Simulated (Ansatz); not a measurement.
# CH₅Ga: basis-set convergence

The task here is to estimate one member of a computed series from the others.

The runs use Ansatz 0.2.0, Gaussian basis; one geometry, several basis sets.

Plan: PBE0-D4/def2-SVP; ωB97M-V/def2-SVP; PBE0-D4/def2-QZVPP; ωB97M-V/def2-QZVPP; the functionals' def2-TZVPP values are taken from earlier runs.

## The geometry

An earlier PBE0-D4 in a triple-zeta def2 set relaxation fixed the geometry.

SMILES `[CH3][GaH2]`, 7 atoms, charge 0, spin multiplicity 1.

Atoms are counted from 1 here; the program's logs count them from 0.

Bond lengths: C1–Ga2 1.966 Å, C1–H3 1.096 Å, C1–H4 1.090 Å, C1–H5 1.092 Å, Ga2–H6 1.574 Å, Ga2–H7 1.574 Å. Angles: Ga2–C1–H3 108.8°, Ga2–C1–H4 112.4°, Ga2–C1–H5 111.3°, H3–C1–H4 107.8°, H3–C1–H5 107.0°, H4–C1–H5 109.3°, C1–Ga2–H6 120.1°, C1–Ga2–H7 121.1°, H6–Ga2–H7 118.8°.

The first run:

in.yaml reads:

```yaml
crystal:
  periodic: [false, false, false]
  atoms:
    - {symbol: C, position_ang: [-0.632378, -0.455955, -0.459388]}
    - {symbol: Ga, position_ang: [0.757017, 0.507017, 0.544748]}
    - {symbol: H, position_ang: [-1.177788, 0.260311, -1.083584]}
    - {symbol: H, position_ang: [-0.216549, -1.220985, -1.115884]}
    - {symbol: H, position_ang: [-1.362089, -0.913736, 0.211667]}
    - {symbol: H, position_ang: [0.374269, 1.328327, 1.832383]}
    - {symbol: H, position_ang: [2.257528, 0.495011, 0.070058]}
basis:
  gaussian: {orbitals: def2-SVP}
hamiltonian: {xc: pbe0, dispersion: d4}
output: {orbitals: {seedname: orbitals}}
```

Steps of the session up to this table: PBE0-D4 in def2-SVP; ωB97M-V in def2-SVP; PBE0-D4 in def2-QZVPP; ωB97M-V in def2-QZVPP.

One table of the session follows, with a row left open; its other results are not shown here.

It belongs to the step «Density functionals: the series». 

```
functional       basis  HOMO (eV)  LUMO (eV)
   PBE0-D4    def2-SVP      -8.01      -1.35
   PBE0-D4  def2-TZVPP      -8.03      -1.38
   PBE0-D4  def2-QZVPP      -8.04      -1.42
   ωB97M-V    def2-SVP     -10.21       0.36
   ωB97M-V  def2-TZVPP     -10.25       0.29
   ωB97M-V  def2-QZVPP          ?          ?
```

Estimate the missing values for ωB97M-V, def2-QZVPP.

As computed: HOMO (eV): -10.25; LUMO (eV): 0.11.
